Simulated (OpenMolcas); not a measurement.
**Pt⁴⁺ in Cs2ZrCl6: CASSCF and CASPT2 levels and susceptibility**

Which state of Pt⁴⁺ lies lowest among these ligands, how large is the field, and what χT follows?

Program: OpenMolcas 26.06. Level of theory: state-averaged CASSCF and CASPT2, spin-orbit coupling by RASSI with atomic mean-field integrals. These are calculated values, not measurements, unless marked.

### Step 1. The atom as given

* Species: Pt⁴⁺ (platinum, Z = 78, 74 electrons)
* Basis: ANO-RCC-VDZP [7s6p4d2f], 167 functions with the ligands
* Scalar Hamiltonian: DKH2, point nucleus
* Inactive shells: 1s 2s 2p 3s 3p 3d 4s 4p 4d 4f 5s 5p of the metal, and all ligand shells
* Active space: 6 electrons in 5 orbitals (5d)
* Some configurations of this space: 5d⁶
* Orbitals: optimised for each spin and parity, averaged over all roots

The outer shells:

5d6
```
5d [↑↓][↑ ][↑ ][↑ ][↑ ]
```

Pt⁴⁺ is taken with its 6 nearest chloride ions at 2.406 Å, on the cation site of Cs2ZrCl6 (a = 10.407 Å). The rest of the host is ab initio model potentials to 7.6 Å and point charges beyond; the distance is set by hand, nothing relaxes, and no local charge compensation is placed. Ligand basis ANO-RCC-VDZP.

```xyz
15

Pt    0.0000    0.0000    0.0000
Cl    2.4060    0.0000    0.0000
Cl    0.0000    2.4060    0.0000
Cl   -2.4060    0.0000    0.0000
Cl    0.0000   -2.4060    0.0000
Cl    0.0000    0.0000    2.4060
Cl    0.0000    0.0000   -2.4060
Cs    2.6018   -2.6018   -2.6018
Cs   -2.6018    2.6018    2.6018
Cs    2.6018   -2.6018    2.6018
Cs   -2.6018    2.6018   -2.6018
Cs    2.6018    2.6018   -2.6018
Cs   -2.6018   -2.6018    2.6018
Cs    2.6018    2.6018    2.6018
Cs   -2.6018   -2.6018   -2.6018
```

Each step is its own input file, run in one work folder so that later steps find the files of earlier ones. Labels, J, g values, rates, χT and fits are worked out afterwards by a script from the matrices that RASSI stores.

### Step 2. Basis and integrals

File a.inp:

```
&GATEWAY
Basis set
Pt.ANO-RCC-VDZP.
Pt1 0.0 0.0 0.0 Angstrom
End of basis
Basis set
Cl.ANO-RCC-VDZP.
L1 2.406000 0.000000 0.000000 Angstrom
L2 0.000000 2.406000 0.000000 Angstrom
L3 0.000000 0.000000 2.406000 Angstrom
End of basis
Basis set
Cs.EMB-AIMP.Seijo.0s.0s.ECP.Cs2ZrCl6.
PseudoCharge
* 4 symmetry-unique lattice sites within 7.6 angstrom
End of basis
Basis set
Cl.EMB-AIMP.Seijo.0s.0s.ECP.Cs2ZrCl6.
PseudoCharge
* 12 symmetry-unique lattice sites within 7.6 angstrom
End of basis
Basis set
Zr.EMB-AIMP.Seijo.0s.0s.ECP.Cs2ZrCl6.
PseudoCharge
* 6 symmetry-unique lattice sites within 7.6 angstrom
End of basis
Symmetry
XYZ
AngMom=0.0 0.0 0.0
AMFI
RICD
XField
1385 Angstrom 0
* Evjen-weighted lattice charges
&SEWARD
```

Started as:

```sh
> OMP_NUM_THREADS=1 MOLCAS_MEM=2457 MOLCAS_PROJECT=a pymolcas a.inp > a.log
```

### Step 3. Reference wave functions, quintets, 5 roots

File a.inp:

```
&RASSCF
FileOrb=start.orb
Symmetry=1
Spin=5
nActEl=6 0 0
Inactive=42 46
Ras2=5 0
CIRoot=5 5 1
SDav=5
CIMx=300
Iter=150 100
PrWF=0.3
OrbListing=Nothing
MaxOrb=1
LevShft=1.0
>>> COPY $Project.JobIph JOB001
```

start.orb holds start orbitals that the driver prepared beforehand, or those of the step before.

### Step 4. Reference wave functions, triplets, 45 roots

File a.inp:

```
&RASSCF
FileOrb=start.orb
Symmetry=1
Spin=3
nActEl=6 0 0
Inactive=42 46
Ras2=5 0
CIRoot=45 45 1
SDav=45
CIMx=300
Iter=150 100
PrWF=0.3
OrbListing=Nothing
MaxOrb=0
LevShft=1.0
>>> COPY $Project.JobIph JOB002
```

### Step 5. CASSCF: singlets, 50 roots

File a.inp:

```
&RASSCF
FileOrb=start.orb
Symmetry=1
Spin=1
nActEl=6 0 0
Inactive=42 46
Ras2=5 0
CIRoot=50 50 1
SDav=50
CIMx=300
Iter=150 100
PrWF=0.3
OrbListing=Nothing
MaxOrb=0
LevShft=1.0
>>> COPY $Project.JobIph JOB003
```

### Step 6. State interaction with spin-orbit coupling

File a.inp:

```
&RASSI
NrOfJobIphs=3 5 45 50
1 2 3 4 5
1 2 3 4 5 6 7 8 9 10 11 12 13 14 15 16 17 18 19 20 21 22 23 24 25 26 27
28 29 30 31 32 33 34 35 36 37 38 39 40 41 42 43 44 45
1 2 3 4 5 6 7 8 9 10 11 12 13 14 15 16 17 18 19 20 21 22 23 24 25 26 27
28 29 30 31 32 33 34 35 36 37 38 39 40 41 42 43 44 45 46 47 48 49 50
IphNames
JOB001
JOB002
JOB003
EJob
SpinOrbit
DIPRint=1.0
SOCoupling=1000.0
Subsets=2
Property=9
'ANGMOM' 1 'ANGMOM' 2 'ANGMOM' 3 'MLTPL  1' 1 'MLTPL  1' 2 'MLTPL  1' 3
'AMFI' 1 'AMFI' 2 'AMFI' 3
SOProperty=3
'ANGMOM' 1 'ANGMOM' 2 'ANGMOM' 3
```

### Step 7. CASPT2: IPEA 0.25, imaginary shift 0.1 (closed shells correlated: 5s 5p of the metal, with ligand shells; the Frozen line counts the rest)

File a.inp:

```
>>> COPY JOB001 $Project.JobIph
&CASPT2
Multistate=5 1 2 3 4 5
NoMult
Frozen=29 31
IPEA=0.25
Imaginary=0.1
MaxIter=60
WThr=0.0 0.3 0.05
PrWF=0.5
NoMix
>>> COPY JOB002 $Project.JobIph
&CASPT2
Multistate=45 1 2 3 4 5 6 7 8 9 10 11 12 13 14 15 16 17 18 19 20 21 22
23 24 25 26 27 28 29 30 31 32 33 34 35 36 37 38 39 40 41 42 43 44 45
NoMult
Frozen=29 31
IPEA=0.25
Imaginary=0.1
MaxIter=60
WThr=0.0 0.3 0.05
PrWF=0.5
NoMix
>>> COPY JOB003 $Project.JobIph
&CASPT2
Multistate=50 1 2 3 4 5 6 7 8 9 10 11 12 13 14 15 16 17 18 19 20 21 22
23 24 25 26 27 28 29 30 31 32 33 34 35 36 37 38 39 40 41 42 43 44 45 46
47 48 49 50
NoMult
Frozen=29 31
IPEA=0.25
Imaginary=0.1
MaxIter=60
WThr=0.0 0.3 0.05
PrWF=0.5
NoMix
```

(Steps that only read results are left out.)

Q: Predict the outcome of this session. Wanted: spin-free ground state; first state of the same spin within the active space; lowest level; next level.

**Answer**, as computed:

| quantity | value |
| --- | --- |
| method | SS-CASPT2, IPEA 0.25, imaginary shift 0.1 (closed shells correlated: 5s 5p of the metal, with ligand shells; the Frozen line counts the rest) |
| spin-free ground state | singlet, 1-fold in its orbital part |
| first state of the same spin within the active space | 1T2 at 23200 cm⁻¹ |
| lowest level | 1-fold |
| next level | 18427.1 cm⁻¹ |
| χT at 300 K | 0.01 cm³ K/mol |
| effective moment at 300 K | 0.25 μB |

Cost by method:

```
                                              method  time of its own steps  time with the reference
                                           A. CASSCF                   79 s                     79 s
B. SS-CASPT2, IPEA 0.25, imaginary shift 0.1, +5s 5p                6.4 min                  7.7 min
```

Times are of one thread on a shared host.

What this shows: The spin-free ground state (singlet) is 1-fold and has less than the highest spin computed. CASPT2 does not keep the components of a term degenerate, and the means are used. Reference weights range from 0.55 to 0.64, which points to intruder states or a small active space for some roots. With metal d orbitals alone active, the gaps between spin states are rough; where two lie within a few thousand cm-1, their order is open. The bonds are covalent and no ligand orbital is active, so the numbers are rough.
